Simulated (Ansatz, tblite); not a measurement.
**In11As10 wurtzite off sphere (In₁₁As₁₀H₂₈−): a ladder of methods and basis sets**

Aim: run the singlet of In11As10 wurtzite off sphere (In₁₁As₁₀H₂₈−) at one geometry on many levels, and compare frontier levels, spin and run time.

Program: Ansatz 0.2.0, Gaussian basis. Level of theory: as each input shows. These are calculated values, not measurements.

Plan: GFN1-xTB, GFN2-xTB, PBE-D4/def2-TZVP, r2SCAN-D4/def2-TZVP, BLYP-D4/def2-TZVP, PBE-D4/def2-SVP, PBE0-D4/def2-SVP, MP2/def2-SVP, RPA/def2-SVP.

2 further runs of the same task are left out: 1 for a known fault of the program, 1 set aside as unsound or not needed. Runs told in other sessions of the task aren't counted.

**1. The geometry**

The singlet was relaxed beforehand with PBE-D4/def2-SVP.

49 atoms, charge -1, spin multiplicity 1.

Bond lengths: In1–As2 2.769 Å, In1–As5 2.673 Å, In1–H22 1.748 Å, In1–H23 1.748 Å, As2–In7 2.706 Å, As2–H24 1.532 Å, As2–H25 1.532 Å, In3–As4 2.694 Å, In3–As5 2.636 Å, In3–As14 2.713 Å, In3–H26 1.751 Å, As4–In9 2.765 Å, As4–H27 1.530 Å, As4–H28 1.534 Å, As5–In6 2.670 Å, As5–In15 2.657 Å, In6–As8 2.731 Å, In6–As10 2.648 Å and more. Angles: As2–In1–As5 95.4°, As2–In1–H22 104.1°, As2–In1–H23 104.0°, As5–In1–H22 112.1°, As5–In1–H23 111.0°, H22–In1–H23 125.1°, In1–As2–In7 124.9°, In1–As2–H24 110.4°, In1–As2–H25 111.1°, In7–As2–H24 104.9°, In7–As2–H25 106.1°, H24–As2–H25 95.1°, As4–In3–As5 104.1°, As4–In3–As14 99.9°, As4–In3–H26 113.2°, As5–In3–As14 105.6°, As5–In3–H26 121.3°, As14–In3–H26 110.4° and more.

In takes a core potential in the def2 sets. No spin-orbit coupling is included. The ion is computed in the gas phase, without counter-ions or solvent.

PBE0-D4/def2-TZVP was run before; its log isn't repeated, and its numbers join the tables.

**2. GFN1-xTB**

Tight binding, by tblite at 300 K electronic temperature and without a spin-polarisation term:

```python
tblite.interface.Calculator('GFN1-xTB', numbers, positions, charge=-1, uhf=0).singlepoint()
```

Energy -1531.6684 eV, HOMO -6.94 eV, LUMO -4.25 eV; 0.51 s.

**3. GFN2-xTB**

Tight binding, by tblite at 300 K electronic temperature and without a spin-polarisation term:

```python
tblite.interface.Calculator('GFN2-xTB', numbers, positions, charge=-1, uhf=0).singlepoint()
```

Energy -1404.5325 eV, HOMO -7.74 eV, LUMO -4.81 eV; 0.44 s.

**4. PBE-D4/def2-TZVP**

start.molden holds the orbitals of an earlier run on this state, given as this run's starting guess.

Input file in.yaml:

```yaml
crystal:
  periodic: [false, false, false]
  atoms:
    - {symbol: In, position_ang: [0.349928, -4.809403, -0.232767]}
    - {symbol: As, position_ang: [0.456969, -4.445020, 2.509701]}
    - {symbol: In, position_ang: [0.432108, -2.301668, -3.465926]}
    - {symbol: As, position_ang: [-1.608465, -0.729084, -4.254669]}
    - {symbol: As, position_ang: [0.336944, -2.204285, -0.833022]}
    - {symbol: In, position_ang: [-1.903552, -0.957669, -0.089330]}
    - {symbol: In, position_ang: [0.487074, -2.042475, 3.753999]}
    - {symbol: As, position_ang: [-1.578080, -0.800469, 2.617548]}
    - {symbol: In, position_ang: [-2.050840, 1.905715, -3.542091]}
    - {symbol: As, position_ang: [-1.877737, 1.565645, -0.890646]}
    - {symbol: In, position_ang: [-4.162194, 2.743422, -0.171833]}
    - {symbol: In, position_ang: [-1.598137, 1.600754, 3.786416]}
    - {symbol: As, position_ang: [-3.713319, 2.756923, 2.572967]}
    - {symbol: As, position_ang: [2.529995, -0.735132, -4.177395]}
    - {symbol: In, position_ang: [2.584683, -1.011466, -0.068594]}
    - {symbol: As, position_ang: [2.493273, -0.746448, 2.603985]}
    - {symbol: In, position_ang: [3.235169, 1.838737, -3.435316]}
    - {symbol: As, position_ang: [2.353836, 1.517325, -0.916913]}
    - {symbol: In, position_ang: [0.231002, 2.938693, -0.090465]}
    - {symbol: In, position_ang: [2.851786, 1.766575, 3.571893]}
    - {symbol: As, position_ang: [0.498847, 2.689420, 2.587314]}
    - {symbol: H, position_ang: [-1.207932, -5.553774, -0.504188]}
    - {symbol: H, position_ang: [1.891409, -5.534545, -0.624993]}
    - {symbol: H, position_ang: [-0.662735, -5.232001, 3.197557]}
    - {symbol: H, position_ang: [1.596331, -5.259635, 3.130041]}
    - {symbol: H, position_ang: [0.495471, -3.830006, -4.317413]}
    - {symbol: H, position_ang: [-2.825430, -1.541102, -3.808481]}
    - {symbol: H, position_ang: [-1.808253, -0.985113, -5.753891]}
    - {symbol: H, position_ang: [-3.363466, -1.859652, -0.438595]}
    - {symbol: H, position_ang: [0.462558, -2.199169, 5.494080]}
    - {symbol: H, position_ang: [-2.788766, -1.510057, 3.235132]}
    - {symbol: H, position_ang: [-3.718827, 2.187399, -4.006346]}
    - {symbol: H, position_ang: [-0.666405, 2.725929, -4.218621]}
    - {symbol: H, position_ang: [-5.530204, 1.665907, -0.326852]}
    - {symbol: H, position_ang: [-4.168737, 4.441338, -0.592297]}
    - {symbol: H, position_ang: [-1.703706, 1.615798, 5.530881]}
    - {symbol: H, position_ang: [-4.933327, 2.215258, 3.326572]}
    - {symbol: H, position_ang: [-3.806578, 4.167765, 3.164114]}
    - {symbol: H, position_ang: [2.683045, -0.920465, -5.692000]}
    - {symbol: H, position_ang: [3.716514, -1.628692, -3.811069]}
    - {symbol: H, position_ang: [4.040038, -1.810958, -0.630364]}
    - {symbol: H, position_ang: [3.711988, -1.543005, 3.084026]}
    - {symbol: H, position_ang: [2.199080, 2.853242, -4.398090]}
    - {symbol: H, position_ang: [4.983860, 1.827887, -3.470914]}
    - {symbol: H, position_ang: [3.486850, 2.165641, -0.111510]}
    - {symbol: H, position_ang: [0.293244, 4.617593, -0.580670]}
    - {symbol: H, position_ang: [2.740903, 1.702107, 5.317521]}
    - {symbol: H, position_ang: [4.164006, 2.507277, 2.682506]}
    - {symbol: H, position_ang: [0.428979, 4.135240, 3.093605]}
basis:
  gaussian: {orbitals: def2-TZVP, fitting: {mean_field: def2-universal-jkfit}, initial_orbitals: start.molden}
total_charge: -1
hamiltonian: {xc: pbe, dispersion: d4}
scf: {omitted_lower_state_checks: [starts]}
output: {orbitals: {seedname: orbitals}}
```

On the command line:

```bash
ansatz run in.yaml --threads 11 --pin off --events-out ev --progress --plain --max-ram 174080MiB --backend cuda --devices 0, --max-vram 75GiB
```

After this run come: r2SCAN-D4/def2-TZVP; BLYP-D4/def2-TZVP; PBE-D4/def2-SVP; PBE0-D4/def2-SVP; MP2/def2-SVP; RPA/def2-SVP.

Q: Predict the results of all the runs planned. Wanted: gap in def2-TZVP, named functionals, smallest and largest; correlation energy, MP2/def2-SVP; PBE0 total energy, smallest basis above largest.

**Answer**, as computed:

| quantity | value |
| --- | --- |
| gap in def2-TZVP, named functionals, smallest and largest | 3.12 eV (BLYP-D4), 4.81 eV (PBE0-D4) |
| correlation energy, MP2/def2-SVP | -95.24 eV |
| PBE0 total energy, smallest basis above largest | 77.53 eV (def2-SVP, def2-TZVP) |

**Reading.** Over the named functionals in def2-TZVP the gap runs from 3.12 eV (BLYP-D4) to 4.81 eV (PBE0-D4); exact exchange widens it.
